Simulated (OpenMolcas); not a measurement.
**Ir²⁺ among point charges: CASSCF and CASPT2 levels and susceptibility**

Aim: the splitting of the states of Ir²⁺ in the field of 3 point charges, its lowest levels with spin-orbit coupling and its magnetic susceptibility.

The numbers are computed with OpenMolcas 26.06 (state-averaged CASSCF and CASPT2, spin-orbit coupling by RASSI with atomic mean-field integrals), except any that are marked as measured or tabulated.

## Step 1: What is computed

| Item | Value |
| --- | --- |
| Species | Ir²⁺ (iridium, Z = 77, 75 electrons) |
| Basis | ANO-RCC-VDZP [7s6p4d2f], 59 functions |
| Scalar Hamiltonian | DKH2, point nucleus |
| Inactive shells | 1s 2s 2p 3s 3p 3d 4s 4p 4d 4f 5s 5p |
| Active space | 7 electrons in 5 orbitals (5d) |
| Some configurations of this space | 5d⁷ |
| Orbitals | optimised for each spin and parity, averaged over all roots |

The outer shells:

5d7
```
5d [↑↓][↑↓][↑ ][↑ ][↑ ]
```

The ion sits among 3 point charges of -2.4 e arranged as a planar triangle (D3h), 1.79 Å from the ion.

Each step is its own input file, run in one work folder so that later steps find the files of earlier ones. Labels, J, g values, rates, χT and fits are worked out afterwards by a script from the matrices that RASSI stores.

## Step 2: GATEWAY and SEWARD: basis and integrals

The input, a.inp:

```
&GATEWAY
Coord
1

Ir 0.0 0.0 0.0
Basis=ANO-RCC-VDZP
Group=NoSym
NoMove
AngMom=0.0 0.0 0.0
AMFI
XField
3 Angstrom 0
1.790000 0.000000 0.000000 -2.400000
-0.895000 1.550185 0.000000 -2.400000
-0.895000 -1.550185 0.000000 -2.400000
&SEWARD
```

Launch:

```console
$ OMP_NUM_THREADS=1 MOLCAS_MEM=1689 MOLCAS_PROJECT=a pymolcas a.inp > a.log
```

## Step 3: Reference wave functions, quartets, 10 roots

The input, a.inp:

```
&RASSCF
FileOrb=start.orb
Symmetry=1
Spin=4
nActEl=7 0 0
Inactive=34
Ras2=5
CIRoot=10 10 1
SDav=10
CIMx=300
Iter=120 100
PrWF=0.3
OrbListing=Nothing
MaxOrb=0
>>> COPY $Project.JobIph JOB001
```

start.orb holds the contracted functions of the basis, ordered by shell, or the orbitals of the step before.

## Step 4: CASSCF: doublets, 40 roots

The input, a.inp:

```
&RASSCF
FileOrb=start.orb
Symmetry=1
Spin=2
nActEl=7 0 0
Inactive=34
Ras2=5
CIRoot=40 40 1
SDav=40
CIMx=300
Iter=120 100
PrWF=0.3
OrbListing=Nothing
MaxOrb=0
>>> COPY $Project.JobIph JOB002
```

## Step 5: State interaction with spin-orbit coupling

The input, a.inp:

```
&RASSI
NrOfJobIphs=2 10 40
1 2 3 4 5 6 7 8 9 10
1 2 3 4 5 6 7 8 9 10 11 12 13 14 15 16 17 18 19 20 21 22 23 24 25 26 27
28 29 30 31 32 33 34 35 36 37 38 39 40
IphNames
JOB001
JOB002
EJob
SpinOrbit
DIPRint=1.0
SOCoupling=1000.0
Subsets=2
Property=9
'ANGMOM' 1 'ANGMOM' 2 'ANGMOM' 3 'MLTPL  1' 1 'MLTPL  1' 2 'MLTPL  1' 3
'AMFI' 1 'AMFI' 2 'AMFI' 3
SOProperty=3
'ANGMOM' 1 'ANGMOM' 2 'ANGMOM' 3
```

## Step 6: CASPT2: IPEA 0.25, imaginary shift 0.1 (closed shells correlated: 4f 5s 5p)

The input, a.inp:

```
>>> COPY JOB001 $Project.JobIph
&CASPT2
Multistate=10 1 2 3 4 5 6 7 8 9 10
NoMult
Frozen=23
IPEA=0.25
Imaginary=0.1
MaxIter=60
WThr=0.0 0.3 0.05
PrWF=0.5
NoMix
>>> COPY JOB002 $Project.JobIph
&CASPT2
Multistate=40 1 2 3 4 5 6 7 8 9 10 11 12 13 14 15 16 17 18 19 20 21 22
23 24 25 26 27 28 29 30 31 32 33 34 35 36 37 38 39 40
NoMult
Frozen=23
IPEA=0.25
Imaginary=0.1
MaxIter=60
WThr=0.0 0.3 0.05
PrWF=0.5
NoMix
```

(Steps that only read results are left out.)

Q: Predict the outcome of this session. Wanted: spin-free ground state; first state of the same spin within the active space; lowest level; next level.

The runs gave:

```
                                            quantity                                                                           value
                                              method  SS-CASPT2, IPEA 0.25, imaginary shift 0.1 (closed shells correlated: 4f 5s 5p)
                              spin-free ground state                                                  4E, 2-fold in its orbital part
first state of the same spin within the active space                                                                4E at 18800 cm⁻¹
                                        lowest level                                                    2-fold, g = 0.00, 0.00, 2.99
                                          next level                                                                     2734.7 cm⁻¹
                                         χT at 300 K                                                                  0.43 cm³ K/mol
                           effective moment at 300 K                                                                         1.86 μB
```

Cost by method:

| method | time of its own steps | time with the reference |
| --- | --- | --- |
| A. CASSCF | 13 s | 13 s |
| B. SS-CASPT2, IPEA 0.25, imaginary shift 0.1, +4f 5s 5p | 12 s | 25 s |

Times are of one thread on a shared host.

What this shows: The spin-free ground state (4E) comes to 50 % from free-ion P terms and keeps the highest spin of the shell. χT at 300 K is 0.43, against 1.88 cm³ K/mol for the spin alone, so spin-orbit coupling lowers it. An active space of the d shell alone favours high spin; real ions in strong fields can be low spin. CASPT2 does not keep the components of a term degenerate, and the means are used. The field of point charges can differ much from that of real complexes. With metal d orbitals alone active, the gaps between spin states are rough; where two lie within a few thousand cm-1, their order is open. This is an electrostatic model: the charges have no orbitals.
